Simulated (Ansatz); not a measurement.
**SnTe (SMILES [Sn][Te]): levels of theory compared**

We compute a comparison of 6 runs (CAM-B3LYP/STO-3G, PBE0/STO-3G, wB97X/STO-3G, BCCD(T)/STO-3G, CCSD(T)/STO-3G, UCCSD(T)/STO-3G) of SnTe. 

The calculation is run with Ansatz 0.2.0.

45 further runs of the same task are left out: 16 that didn't finish, 29 set aside as unsound or not needed.

## 1. The molecule

SnTe: 2 atoms, total charge 0, spin state singlet. SMILES: `[Sn][Te]`. The Te2–Sn1 distance was set to 3.777 Å, away from the relaxed value.

Bond lengths: Sn1–Te2 3.777 Å.

## 2. The energy at CAM-B3LYP/STO-3G (run 1)

run.yaml reads:

```yaml
crystal:
  periodic: [false, false, false]
  atoms:
    - {symbol: Sn, position_ang: [0.000000, 0.000000, -1.249470]}
    - {symbol: Te, position_ang: [-0.000000, -0.000000, 2.527330]}
basis:
  gaussian:
    orbitals: STO-3G
hamiltonian:
  xc: {name: CAM-B3LYP}
accuracy: high
```

On the command line:

```console
ansatz run run.yaml --threads 1 --pin off --max-ram 3480MiB --events-out events.jsonl --progress --plain --runs-dir runs
```

Output:

```text
Warning: RAYON_NUM_THREADS=1 ignored (pool sized by the plan → 1); use --threads N
Functional definition: CAM-B3LYP
  name "CAM-B3LYP"
  parameter alpha = 0.19
  parameter beta = 0.46
  parameter omega = 0.33/bohr
  parameter ac = 0.81
  exchange = (1 - alpha - beta)*b88_x + beta*b88_x_sr(omega) + alpha*exact_x + beta*exact_x_lr(omega)
  correlation = (1 - ac)*vwn5_c + ac*lyp_c
784 factors; integrals over basis functions are off by at most 5.3e-9 eV
162 factors; integrals over basis functions are off by at most 1.3e-9 eV
mean field evaluation 1: about -340531.7838 eV, gradient 1.8e1 eV
mean field evaluation 2: about -340440.9716 eV, gradient 3.7e1 eV
mean field evaluation 4: about -340533.5480 eV, gradient 2.0e1 eV
mean field evaluation 8: about -340534.1642 eV, gradient 2.0e1 eV
mean field evaluation 16: about -340543.7755 eV, gradient 1.9e-4 eV
mean field evaluation 32: about -340539.2356 eV, gradient 3.0e1 eV
mean field -340543.77550150 eV, -12514.7529208186 hartree, gradient 2.3e-8 eV, S^2 0.000000; 3 other end points of the search recorded, 0 dependent functions left out
reference -340543.77551668 eV, -12514.7529213763 hartree; 51, 51 occupied and 3, 3 virtual orbitals, 784 factors
Total energy: -340543.77551668 eV, -12514.7529213763 hartree
```

Run time: 3.6 s. Hardware: 1 thread of AMD EPYC 9R14 (Zen 4), shared host; peak memory 0.2 GiB.

## 3. The energy at PBE0/STO-3G (run 2)

in.yaml reads:

```yaml
crystal:
  periodic: [false, false, false]
  atoms:
    - {symbol: Sn, position_ang: [0.000000, 0.000000, -1.249470]}
    - {symbol: Te, position_ang: [-0.000000, -0.000000, 2.527330]}
basis:
  gaussian:
    orbitals: STO-3G
hamiltonian:
  xc: pbe0
accuracy: high
```

On the command line:

```console
ansatz run in.yaml --threads 1 --pin off --max-ram 3480MiB --events-out events.jsonl --progress --plain --runs-dir runs
```

Output:

```text
Warning: RAYON_NUM_THREADS=1 ignored (pool sized by the plan → 1); use --threads N
Functional definition: PBE0
  name "PBE0"
  parameter a = 0.25
  parameter kappa = 0.804
  parameter beta = 0.06672455060314922
  exchange = (1 - a)*pbe_x(kappa = kappa, mu = beta*pi^2/3) + a*exact_x
  correlation = pbe_c(beta = beta)
784 factors; integrals over basis functions are off by at most 5.3e-9 eV
mean field evaluation 1: about -340506.3559 eV, gradient 1.9e1 eV
mean field evaluation 2: about -340413.5974 eV, gradient 3.1e1 eV
mean field evaluation 4: about -340506.7197 eV, gradient 1.9e1 eV
mean field evaluation 8: about -340506.7291 eV, gradient 1.9e1 eV
mean field evaluation 16: about -340518.7807 eV, gradient 6.7e-9 eV
mean field evaluation 32: about -340515.2907 eV, gradient 3.6e-5 eV
mean field -340518.78070189 eV, -12513.8343788749 hartree, gradient 3.4e-8 eV, S^2 0.000000; 5 other end points of the search recorded, 0 dependent functions left out
reference -340518.78070345 eV, -12513.8343789321 hartree; 51, 51 occupied and 3, 3 virtual orbitals, 784 factors
Total energy: -340518.78070345 eV, -12513.8343789321 hartree
```

Run time: 4.8 s. Hardware: 1 thread of AMD EPYC 9R14 (Zen 4), shared host; peak memory 0.19 GiB.

Runs 3 to 5 aren't shown in full; the table further down has their settings and results.

## 4. The energy at UCCSD(T)/STO-3G (run 6)

job.yaml reads:

```yaml
crystal:
  periodic: [false, false, false]
  atoms:
    - {symbol: Sn, position_ang: [0.000000, 0.000000, -1.249470]}
    - {symbol: Te, position_ang: [-0.000000, -0.000000, 2.527330]}
basis:
  gaussian:
    orbitals: STO-3G
magnetization:
  spin_polarized: true
  initial_magnetization: 0
correlation:
  method: ccsd_t
  frozen_orbitals: {Sn: 18, Te: 18}
accuracy: high
scf:
  omitted_lower_state_checks: [cluster_reference, increment]
```

On the command line:

```console
ansatz run job.yaml --threads 1 --pin off --max-ram 3480MiB --events-out events.jsonl --progress --plain --runs-dir runs
```

Output:

```text
Warning: RAYON_NUM_THREADS=1 ignored (pool sized by the plan → 1); use --threads N
[... 20 lines left out ...]
36 core orbitals not correlated: weight in the atoms' cores, before any rotation towards them, 1.000 or more for the frozen orbitals, at most 0.000 for the correlated occupied ones
[... 82 lines left out ...]
Total energy: -340424.60612544 eV, -12510.3735270243 hartree
Checks for a lower state left out: cluster_reference, increment
```

Wall time 23 s (1 thread of AMD EPYC 9R14 (Zen 4), shared host); peak memory 0.27 GiB.

## 5. Overview of the runs

```csv
run,level,frozen core orbitals,energy (Eh),wall time
1,CAM-B3LYP/STO-3G,–,-12514.752921,3.6 s
2,PBE0/STO-3G,–,-12513.834379,4.8 s
3,wB97X/STO-3G,–,-12514.676449,8.7 s
4,BCCD(T)/STO-3G,36,-12510.295991,5.7 s
5,CCSD(T)/STO-3G,36,-12510.296066,7.5 s
6,UCCSD(T)/STO-3G,36,-12510.373527,23 s
```

## 6. What came out

| quantity | value |
| --- | --- |
| run 6: total energy | -12510.37353 Eh |
| run 6: correlation energy (36 core orbitals frozen) | -27.1 mEh |
| run 6: (T) correction | -0.52 mEh |
| run 6: ⟨S²⟩ of the reference determinant | 1.715 |
| run 6: T1 diagnostic | 0.040 |

**Reading.** Totals of different functionals can't be ranked against each other. In runs 4, 5 the log says that unrestricted orbitals would lower the reference, so the values rest on an unstable closed-shell determinant (other closed-shell runs at this shape may share the fault). In runs 1, 2, 3, 4, 5, 6 the basis is minimal, so the values are rough. In runs 1, 2, 3, 4, 5, 6 relativity is left out where basis or elements ask for it. Spin contamination of the reference: run 6 ⟨S²⟩ = 1.71. Where it is this large, the reference is a mixture of spin states, and values that rest on it are in doubt. All runs together took 53 s, the longest 23 s.
